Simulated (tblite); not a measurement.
# C5H9FO2Si: the cost of one run

The runs use tblite 0.8.0 and PySCF 2.14.0, with density-fitted response routines of our own; the level of theory stands in each step. All values are computed, except where a source is named. Atoms count from 0, in the outputs and in this text.

## Step 1: The starting structure

18 atoms, charge 0, multiplicity 1; geometry from: force field or distance geometry start.

Bonds of the start (Å): C0–O1 1.39, O1–C2 1.41, C2–C3 1.45, C3–C4 1.34, C4–F5 1.36, C4–Si6 1.86, Si6–O7 1.68, O7–C8 1.34, C8–C2 1.46, C0–H9 1.11, C0–H10 1.12, C0–H11 1.13, C2–H12 1.14, C3–H13 1.11, Si6–H14 1.48, Si6–H15 1.46, C8–H16 1.13, C8–H17 1.13.

## Step 2: Relaxing the molecule with GFN2-xTB

The job: settings as JSON, then the geometry in Å.

```
{"job": {"kind": "relax", "xc": "GFN2-xTB", "basis": "xTB"}, "charge": 0, "multiplicity": 1}
C     -2.580700    -0.235800     0.071900
O     -1.245700    -0.130200     0.442100
C     -0.390400    -0.006700    -0.672000
C      0.438100    -1.177400    -0.856700
C      1.694600    -1.159900    -0.395200
F      2.494500    -2.245200    -0.552700
Si     2.350400     0.376400     0.420300
O      1.390500     1.628700    -0.150300
C      0.198700     1.328200    -0.689500
H     -2.786600    -1.116100    -0.580500
H     -2.944300     0.696500    -0.441600
H     -3.247900    -0.401300     0.965300
H     -1.132600    -0.020500    -1.533400
H      0.101900    -2.118200    -1.334200
H      2.258200     0.285700     1.899400
H      3.760000     0.583100     0.104500
H      0.187900     1.689900    -1.760300
H     -0.555300     2.029300    -0.213300
```

Run with:

```
$ OMP_NUM_THREADS=1 python probes_run.py task.json out
```

This one command runs all jobs of the session in turn.

**Question.** How long does this first job take on 1 thread of Arm Neoverse N1, shared host, and how much memory does it need?

About 1.7 s, with a peak of 0.18 GiB.
